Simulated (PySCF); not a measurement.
# Co₂N₄H₈: open-shell or spin-flip excitations

Aim: compute the open-shell or spin-flip excitations of Co₂N₄H₈.

Programs: PySCF 2.14.0, with routines of our own; each step states its level. All values are computed. Atoms count from 0.

### 1 The starting structure

14 atoms, charge 0, multiplicity 7; geometry from: GFN2-xTB.

### 2 Open-shell or spin-flip excitations: unrestricted TDA PBE0/def2-SVP Co:def2-TZVP

What the job is given:

```
{"job": {"kind": "uabs", "xc": "PBE0", "basis": {"default": "def2-SVP", "Co": "def2-TZVP"}, "nstates": 15, "tda": true, "pol": false}, "charge": 0, "multiplicity": 7}
Co     0.968380    -0.463390     0.290970
N      2.226000     0.076100     1.494370
N      0.686230     0.694160    -1.517040
Co    -0.941390     0.377620    -0.463680
N     -2.485980     0.948710     0.316180
N     -0.424480    -1.719990    -0.299300
H      2.973670    -0.494430     1.870780
H      2.202030     0.922450     2.050200
H      1.167400     1.574840    -1.643620
H      0.854820     0.144520    -2.350710
H     -2.686740     0.962990     1.307830
H     -3.222650     1.478950    -0.134140
H     -0.345180    -2.163820    -1.205980
H     -0.972100    -2.338720     0.284150
```

With the program's defaults for keys left out, this is: unrestricted TDA PBE0/def2-SVP Co:def2-TZVP, vertical, gas phase, core orbitals frozen in the response.

Command:

```
> OMP_NUM_THREADS=1 python excited_run.py task.json out
```

This one command runs all jobs of the session in turn.

Output:

```text
starts in def2-SVP, energy above the lowest (Eh): 0.00000 0.00005
final grid: 113528 points
cycle   1  E = -2988.5515651111  dE = -7.973e-02  |g| = 5.454e-02  |ddm| = 8.264e-01
cycle   2  E = -2988.5491508979  dE =  2.414e-03  |g| = 1.212e-01  |ddm| = 7.773e-02
cycle   3  E = -2988.5522815756  dE = -3.131e-03  |g| = 2.191e-02  |ddm| = 5.755e-02
cycle   4  E = -2988.5524156739  dE = -1.341e-04  |g| = 9.062e-03  |ddm| = 1.896e-02
cycle   5  E = -2988.5524362231  dE = -2.055e-05  |g| = 6.871e-03  |ddm| = 6.890e-03
cycle   6  E = -2988.5524522700  dE = -1.605e-05  |g| = 2.616e-03  |ddm| = 4.501e-03
cycle   7  E = -2988.5524604677  dE = -8.198e-06  |g| = 1.403e-03  |ddm| = 3.633e-03
cycle   8  E = -2988.5524702148  dE = -9.747e-06  |g| = 1.007e-03  |ddm| = 5.636e-03
cycle   9  E = -2988.5524775251  dE = -7.310e-06  |g| = 7.149e-04  |ddm| = 5.846e-03
cycle  10  E = -2988.5524810584  dE = -3.533e-06  |g| = 5.593e-04  |ddm| = 3.702e-03
cycle  11  E = -2988.5524844332  dE = -3.375e-06  |g| = 3.517e-04  |ddm| = 4.825e-03
...
cycle  41  E = -2988.5524906468  dE = -8.724e-09  |g| = 1.369e-05  |ddm| = 3.858e-04
cycle  42  E = -2988.5524906514  dE = -4.577e-09  |g| = 1.331e-05  |ddm| = 2.265e-04
cycle  43  E = -2988.5524906545  dE = -3.191e-09  |g| = 1.157e-05  |ddm| = 1.641e-04
cycle  44  E = -2988.5524906571  dE = -2.560e-09  |g| = 1.082e-05  |ddm| = 1.373e-04
cycle  45  E = -2988.5524906596  dE = -2.539e-09  |g| = 1.003e-05  |ddm| = 1.402e-04
cycle  46  E = -2988.5524906638  dE = -4.126e-09  |g| = 9.933e-06  |ddm| = 2.492e-04
cycle  47  E = -2988.5524906670  dE = -3.245e-09  |g| = 9.004e-06  |ddm| = 2.377e-04
cycle  48  E = -2988.5524906696  dE = -2.585e-09  |g| = 7.363e-06  |ddm| = 2.089e-04
cycle  49  E = -2988.5524906707  dE = -1.101e-09  |g| = 6.926e-06  |ddm| = 1.007e-04
cycle  50  E = -2988.5524906715  dE = -8.276e-10  |g| = 6.272e-06  |ddm| = 7.926e-05
converged SCF energy = -2988.5524906715

<S^2> of the reference = 12.0432 (exact 12.0000)

Excitations
state   eV       nm        f      <S^2>   main configurations
  1   0.5203   2382.9   0.00001  12.045   H-5b->L+4b 0.27, Hb->L+4b 0.19  MC
  2   0.7068   1754.2   0.00009  12.044   H-2b->L+2b 0.13, H-5b->L+2b 0.13, H-6b->L+2b 0.12, H-4b->L+2b 0.10  MC
  3   0.7731   1603.7   0.00012  12.034   H-3b->L+2b 0.21, Hb->L+2b 0.18, H-1b->L+2b 0.12  MC
  4   0.9219   1344.9   0.00024  12.046   H-5b->Lb 0.23, H-2b->Lb 0.16, Hb->Lb 0.13, H-1b->Lb 0.10  MC
  5   1.0829   1144.9   0.00018  12.042   H-2b->L+1b 0.15, H-4b->L+1b 0.10, H-5b->L+1b 0.10, H-6b->L+1b 0.09  MC
  6   1.2023   1031.2   0.00134  12.044   H-2b->L+4b 0.14, H-2b->L+3b 0.14  MC
  7   1.3434    922.9   0.00030  12.037   Hb->L+1b 0.14, H-3b->L+1b 0.12, H-1b->L+1b 0.10  MC
  8   1.6093    770.4   0.00139  12.053   H-2b->Lb 0.21, Hb->Lb 0.14, H-4b->Lb 0.12, H-7b->Lb 0.10  MC
  9   1.7375    713.6   0.00084  12.041   H-3b->L+3b 0.16, Hb->L+3b 0.14  MC
 10   1.8744    661.5   0.00118  12.046   H-5b->L+5b 0.17, Hb->L+5b 0.16, H-5b->L+3b 0.14  MC
 11   2.0856    594.5   0.00041  12.042   H-2b->L+3b 0.14, H-4b->L+5b 0.09  MC
 12   2.2177    559.1   0.00125  12.042   H-2b->L+5b 0.22, H-2b->L+4b 0.10, H-4b->L+3b 0.10, H-1b->L+5b 0.10  MC
 13   2.7137    456.9   0.00366  12.104   H-1b->Lb 0.42, Hb->Lb 0.13, H-3b->L+1b 0.10, H-3b->Lb 0.09  LMCT
 14   2.7853    445.1   0.00203  12.073   H-1b->L+1b 0.32, H-3b->L+1b 0.20, H-3b->Lb 0.10, Hb->Lb 0.10  LMCT
 15   3.0102    411.9   0.01224  12.097   H-1b->L+2b 0.22, H-3b->L+2b 0.18, Hb->L+1b 0.10  LMCT
```

It took 6.4 min on 1 thread of Intel Xeon Platinum 8488C, shared host; peak memory 0.77 GiB.

From this job:

```csv
quantity,value
⟨S²⟩,12.043
```

Löwdin spin populations:

Co0 2.59; N1 0.22; N2 0.14; Co3 2.62; N4 0.21; N5 0.17; H6 0.01; H7 0.01; H8 0.01; H9 0.00; H10 0.00; H11 0.01; H12 0.01; H13 0.01

### 3 Outcome

```
                                                                                                   quantity                        value
lowest and brightest state of nearly pure spin, of 15 (step 2, unrestricted TDA PBE0/def2-SVP Co:def2-TZVP)  0.52 eV; 3.01 eV, f = 0.012
```

The geometry comes from tight binding, which is rough for metal atoms, and these values hang on it.
